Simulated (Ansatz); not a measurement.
# NaTbBr4: the cost of one run

Program: Ansatz 0.2.0. Level of theory: DFT PBE, scalar-relativistic, plane waves, PAW; 4f electrons in the core of a trivalent norm-conserving potential. These are calculated values, not measurements.

**1. The system as given**

Symmetry: P4/mmm, No. 123, tetragonal system. The conventional cell has a = 7.483 Å, b = 7.483 Å, c = 4.062 Å, α = 90.00°, β = 90.00°, γ = 90.00°. Na (site symmetry 4/mmm) has 4 Br at 2.87 Å in its first shell of neighbours. Tb (site symmetry 4/mmm) has 8 Br at 3.16 Å in its first shell of neighbours. Br (site symmetry m2m) is surrounded by 1 Na at 2.87 Å and 2 Tb at 3.16 Å.

As a file:

```xyz
6
Lattice="7.4826 0.0000 0.0000 0.0000 7.4826 0.0000 0.0000 0.0000 4.0617" Properties=species:S:1:pos:R:3 pbc="T T T"
Na    3.7413    3.7413    2.0308
Tb    0.0000    0.0000    0.0000
Br    1.7119    5.7708    2.0308
Br    5.7708    1.7119    2.0308
Br    1.7119    1.7119    2.0308
Br    5.7708    5.7708    2.0308
```

A structure generator made this guess: random cell by space group and Wyckoff sites (P4/mmm, No. 123). The dimensions are guesses.

**2. The guess as it stands, on a coarse mesh**

Input file input.yaml:

```yaml
crystal:
  lattice:
    - [7.48263788, 0.0, 0.0]
    - [0.0, 7.48263788, 0.0]
    - [0.0, 0.0, 4.06166361]
  atoms:
    - { symbol: Na, position: [0.5, 0.5, 0.5] }
    - { symbol: Tb, position: [0.0, 0.0, 0.0] }
    - { symbol: Br, position: [0.2287781, 0.7712219, 0.5] }
    - { symbol: Br, position: [0.7712219, 0.2287781, 0.5] }
    - { symbol: Br, position: [0.2287781, 0.2287781, 0.5] }
    - { symbol: Br, position: [0.7712219, 0.7712219, 0.5] }
basis:
  ecutwfc: 690
kpoints:
  mp_grid: { grid: [2, 2, 4] }
hamiltonian:
  xc: pbe
  pseudopotentials:
    kind: paw
    azcp: { Tb: "pseudopotentials/pbe/nc/lanthanide_3plus/Tb.nc.azcp" }
scf:
  occupations: { method: gaussian, width: 0.1 }
  lower_state_search: "off"
output:
  forces: true
  stress: true
  eigenvalues: true
```

Command:

```console
$ ansatz run input.yaml --threads 1 --pin off --max-ram 2560MiB --backend cpu --events-out ev --progress --plain --runs-dir out
```

Q: Estimate wall time and peak memory on 1 thread of Arm Neoverse V1, shared host.

About 11 s, with a peak of 0.53 GiB.
